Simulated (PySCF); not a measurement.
# B2H5O2−: geometry, NMR shifts, spin-spin couplings, electronic excitations and core binding energies

What NMR shifts, spin-spin couplings, electronic excitations and core binding energies should B2H5O2− (`[BH3-]B(O)O`) show?

The runs use PySCF 2.14.0, with density-fitted response routines of our own; the level of theory stands in each step. All values are computed, except where a source is named. Atoms are numbered from 0 throughout.

## 1. Starting geometry

9 atoms, charge -1, multiplicity 1; geometry from: GFN2-xTB.

Bonds of the start (Å): B0–B1 1.70, B1–O2 1.41, B1–O3 1.41, B0–H4 1.24, B0–H5 1.24, B0–H6 1.24, O2–H7 0.96, O3–H8 0.96.

## 2. Relaxing the molecule at PBE0-D3(BJ)/def2-SVP

What the job is given:

```
{"job": {"xc": "PBE0", "basis": "def2-SVP", "d3": "d3bj", "grid": 1, "kind": "geom"}, "charge": -1, "multiplicity": 1}
B      0.995007    -0.232488     0.095614
B     -0.647850     0.151050    -0.084682
O     -1.701577    -0.780417    -0.133510
O     -1.172663     1.453682    -0.173276
H      1.272369    -1.362397    -0.332569
H      1.307163    -0.217271     1.292738
H      1.739232     0.578166    -0.474433
H     -1.330818    -1.659250    -0.074351
H     -0.447302     2.074918    -0.140711
```

**Question.** This job is followed by: GIAO PBE0/pcSseg-1 NMR shielding, non-relativistic, gas phase; B3LYP/pcJ-1 indirect spin-spin coupling, non-relativistic, gas phase; TDDFT PBE0/def2-SVPD, vertical, gas phase, core orbitals frozen in the response; GIAO wB97X-D/pcSseg-2 NMR shielding, non-relativistic, gas phase; delta-SCF UKS SCAN, pcX-2 on the ionised atom, pcseg-1 elsewhere, spin-free X2C. Predict these results of the whole session: point group; rotational constants (main isotopes); 1H shifts against TMS (PBE0/pcSseg-1, means over atoms taken as alike); 11B shifts against BF3·OEt2 (PBE0/pcSseg-1); 17O shifts against H2O (PBE0/pcSseg-1, means over atoms taken as alike); largest coupling of the table (B3LYP/pcJ-1); lowest singlet (PBE0/def2-SVPD); brightest single state of those computed; lowest triplet; vertical ionisation energy (ΔSCF); B1s binding energies, SCAN/pcX-2; O1s binding energies, SCAN/pcX-2; range of the shift of O2.

The runs gave:

```
                                                               quantity                        value
                                                            point group                           C1
                                   rotational constants (main isotopes)         9.42, 7.39, 4.28 GHz
 1H shifts against TMS (PBE0/pcSseg-1, means over atoms taken as alike)              3.16, -0.56 ppm
                            11B shifts against BF3·OEt2 (PBE0/pcSseg-1)              46.6, -53.6 ppm
17O shifts against H2O (PBE0/pcSseg-1, means over atoms taken as alike)                    160.5 ppm
                            largest coupling of the table (B3LYP/pcJ-1)       1J(B,H) B0–H4, 83.1 Hz
                                        lowest singlet (PBE0/def2-SVPD)  4.65 eV (267 nm), f = 0.040
                               brightest single state of those computed  state 3, 5.67 eV, f = 0.076
                                                         lowest triplet                      4.53 eV
                                      vertical ionisation energy (ΔSCF)                      3.83 eV
                                       B1s binding energies, SCAN/pcX-2      B1 191.01, B0 187.39 eV
                                       O1s binding energies, SCAN/pcX-2                 O2 533.62 eV
                                               range of the shift of O2           148.7 to 160.5 ppm
```

Relaxing lowered the energy by 0.037 eV in 4 steps; the close pair that moved most is B0–B1, from 1.697 to 1.716 Å. No frequency check was run at this level, so the end point may be a saddle. At PBE0/pcSseg-1: Shielding is most anisotropic at O2, O3 (span 231 ppm, paramagnetic term -216 ppm). Of the pairs tabulated at B3LYP/pcJ-1, B0–H4 (mean over like pairs) couples most strongly (83.1 Hz; Fermi contact 82.1 Hz). The lowest singlet, at 4.65 eV, is HOMO→LUMO 0.99 and is weak; of the 10 states computed, the strongest absorption comes from state 3 at 5.67 eV. The lowest triplet lies 0.12 eV below the lowest singlet (triplets in Tamm-Dancoff, singlets in full TDDFT). In the gas-phase run even the lowest singlet lies above the computed detachment energy of this anion, so its states are not to be taken as bound. At PBE0/def2-SVPD, all states lie near or above the ionisation energy, where they hang on the basis. The orbital energy would give 1.70 eV for ionisation, ΔSCF gives 3.83 eV. B1 (boron bonded to B, 2 O) binds its B1s electron 3.62 eV more tightly than B0 (boron bonded to B, 3 H). Across the 2 runs the shift of O2 (with its like atoms) moves most, between 148.7 (wB97X-D/pcSseg-2) and 160.5 ppm (PBE0/pcSseg-1). Part of that comes from the computed reference.
